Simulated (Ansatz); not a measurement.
**C₂H₄BClO₂: up Jacob's ladder to CCSD(T)**

How much do the methods differ for C₂H₄BClO₂? The plan is to run it at one geometry with functionals of several rungs and with coupled cluster, and see how far each lands from CCSD(T) at the basis-set limit for the atomisation energy.

Program: Ansatz 0.2.0, Gaussian basis. Level of theory: functionals in def2-TZVPP, the program's frozen cores in correlated methods. These are calculated values, not measurements.

Levels to be run: PBE-D4, r2SCAN-D4, PBE0-D4, B3LYP-D4, ωB97X-V, ωB97M-V, B2PLYP; CCSD(T)/def2-TZVPP; MP2/def2-QZVPP; extrapolation to the limit.

## Step 1: The geometry

The geometry comes from an earlier relaxation with PBE0-D4 in a triple-zeta def2 set; it is a stationary point, not always the lowest conformer.

SMILES `C=COB(O)Cl`, 10 atoms, charge 0, spin multiplicity 1.

Atoms are counted from 1 here; the program's logs count them from 0.

Bond lengths: C1–C2 1.321 Å, C1–H7 1.083 Å, C1–H8 1.081 Å, C2–O3 1.367 Å, C2–H9 1.085 Å, O3–B4 1.353 Å, B4–O5 1.353 Å, B4–Cl6 1.768 Å, O5–H10 0.959 Å. Angles: C2–C1–H7 121.4°, C2–C1–H8 119.6°, H7–C1–H8 119.0°, C1–C2–O3 121.1°, C1–C2–H9 123.6°, O3–C2–H9 115.3°, C2–O3–B4 122.4°, O3–B4–O5 121.6°, O3–B4–Cl6 117.2°, O5–B4–Cl6 121.2°, B4–O5–H10 113.4°.

## Step 2: PBE-D4 (GGA)

File in.yaml:

```yaml
crystal:
  periodic: [false, false, false]
  atoms:
    - {symbol: C, position_ang: [0.208061, -2.104186, -0.341798]}
    - {symbol: C, position_ang: [0.342894, -0.793938, -0.242823]}
    - {symbol: O, position_ang: [-0.655096, -0.019619, 0.279457]}
    - {symbol: B, position_ang: [-0.543045, 1.323422, 0.399111]}
    - {symbol: O, position_ang: [0.573568, 1.979099, 0.006317]}
    - {symbol: Cl, position_ang: [-1.918813, 2.191019, 1.092042]}
    - {symbol: H, position_ang: [-0.693802, -2.605473, -0.014158]}
    - {symbol: H, position_ang: [1.012568, -2.693093, -0.759110]}
    - {symbol: H, position_ang: [1.230011, -0.255860, -0.559770]}
    - {symbol: H, position_ang: [0.526752, 2.927529, 0.143733]}
basis:
  gaussian: {orbitals: def2-TZVPP}
hamiltonian: {xc: pbe, dispersion: d4}
output: {forces: true, orbitals: {seedname: orbitals}}
```

Run with:

```
ansatz run in.yaml --threads 4 --pin off --events-out ev --progress --plain --max-ram 10444MiB
```

The runs that follow: r2SCAN-D4 (meta-GGA); PBE0-D4 (hybrid); B3LYP-D4 (hybrid); ωB97X-V (range-separated); ωB97M-V (range-separated); B2PLYP (double hybrid); CCSD(T) in def2-TZVPP; MP2 in def2-QZVPP.

Q: Predict the results of all the runs planned. Wanted: atomisation energy, CCSD(T)/CBS; farthest; mean size of error, hybrid; mean size of error, range-separated; gap, smallest and largest; T1 diagnostic; triples share of the correlation energy.

The runs gave:

```
                               quantity                                 value
        atomisation energy, CCSD(T)/CBS                         4314.3 kJ/mol
 functionals within 21.6 kJ/mol (0.5 %)                     B3LYP-D4, ωB97X-V
                               farthest                PBE-D4 (+142.8 kJ/mol)
             mean size of error, hybrid                           17.4 kJ/mol
    mean size of error, range-separated                           16.8 kJ/mol
              gap, smallest and largest  5.17 eV (PBE-D4), 11.96 eV (ωB97X-V)
                          T1 diagnostic                                0.0123
triples share of the correlation energy                                 4.0 %
```

PBE-D4 is off by +142.8 kJ/mol. Double hybrids carry the basis error of their MP2 part in triple zeta, and no dispersion term here, so their miss is partly the set-up's. Misses under about 21.6 kJ/mol are within the doubt on the reference itself, which lacks core-valence correlation, relativity and higher excitations. Hartree-Fock recovers 73 % of the binding; the rest is correlation. Orbital gaps span 5.2 to 12.0 eV; exact exchange widens them.
